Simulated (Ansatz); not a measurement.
Predict the output of the script below (the Python package of Ansatz (0.2.0)).

Script `run_scan.py`:
```python
"""Stretching a bond of B2ClFH2, the rest held rigid."""

import ansatz as az
from ase import Atoms
import numpy as np

BASIS_SET = "6-31G*"
XC = "CAM-B3LYP"


def main() -> None:
    atoms = Atoms(["F", "B", "B", "Cl", "H", "H"], positions=[
        (0.9614, -1.3052, -1.1535),
        (0.7921, -0.0882, -0.3341),
        (-0.6766, 0.2753, 0.3903),
        (-2.0325, -0.8123, 0.1649),
        (1.731, 0.6145, -0.1957),
        (-0.7333, 1.2518, 1.0819),
    ])
    geometry = az.Crystal.molecule_from_ase(atoms)

    symbols = [site.symbol for site in geometry.cartesian_sites]
    start = np.array([site.position_ang for site in geometry.cartesian_sites])
    axis = (start[1] - start[2]) / np.linalg.norm(start[1] - start[2])
    moving = [0, 1, 4]
    lengths, energies = [1.476, 1.543, 1.61, 1.677, 1.745, 1.812, 1.879, 1.979], []
    for length in lengths:
        xyz = start.copy()
        xyz[moving] += (length - np.linalg.norm(start[1] - start[2])) * axis
        point = az.Crystal.molecule()
        for symbol, place in zip(symbols, xyz):
            point = point.atom(symbol, place.tolist())
        base = (
            point.calculation()
            .basis(gaussian=BASIS_SET)
            .functional(XC)
        )
        rep = base.run(threads=1, backend="cpu").report
        energies.append(rep["free_energy_ev"])
        print(f"r = {length:6.3f} A  E = {energies[-1]:.5f} eV  <S^2> = {abs(rep['mean_field']['state']['spin_squared']):.3f}")

    # quartic fit about the minimum
    fit = np.polynomial.Polynomial.fit(lengths, np.array(energies) - min(energies), 4).convert()
    roots = [r.real for r in fit.deriv().roots() if abs(r.imag) < 1e-9 and fit.deriv(2)(r.real) > 0]
    r_e = min(roots, key=lambda r: abs(r - lengths[int(np.argmin(energies))]))
    print(f"minimum of the fit at {r_e:.4f} A, force constant {fit.deriv(2)(r_e):.2f} eV/A^2")


if __name__ == "__main__":
    main()
```

```console
$ python run_scan.py
r =  1.476 A  E = -16622.90684 eV  <S^2> = 0.000
r =  1.543 A  E = -16623.31668 eV  <S^2> = 0.000
r =  1.610 A  E = -16623.55771 eV  <S^2> = 0.000
r =  1.677 A  E = -16623.67067 eV  <S^2> = 0.000
r =  1.745 A  E = -16623.68634 eV  <S^2> = 0.000
r =  1.812 A  E = -16623.62852 eV  <S^2> = 0.000
r =  1.879 A  E = -16623.51657 eV  <S^2> = 0.000
r =  1.979 A  E = -16623.27879 eV  <S^2> = 0.000
minimum of the fit at 1.7222 A, force constant 17.68 eV/A^2
```

What to keep in mind:
- Total energies depend on the basis set; only differences at equal settings carry meaning.
- The rest of the molecule is held rigid at a force-field or estimated start geometry, and the basis set is modest; single-reference methods fail as a bond breaks.
- The orbitals are restricted, so S² is zero by construction.
- Run time: 9.8 s on 1 thread of Intel(R) Xeon(R) Processor @ 2.30GHz, with other jobs on the host, peak memory 0.24 GiB.
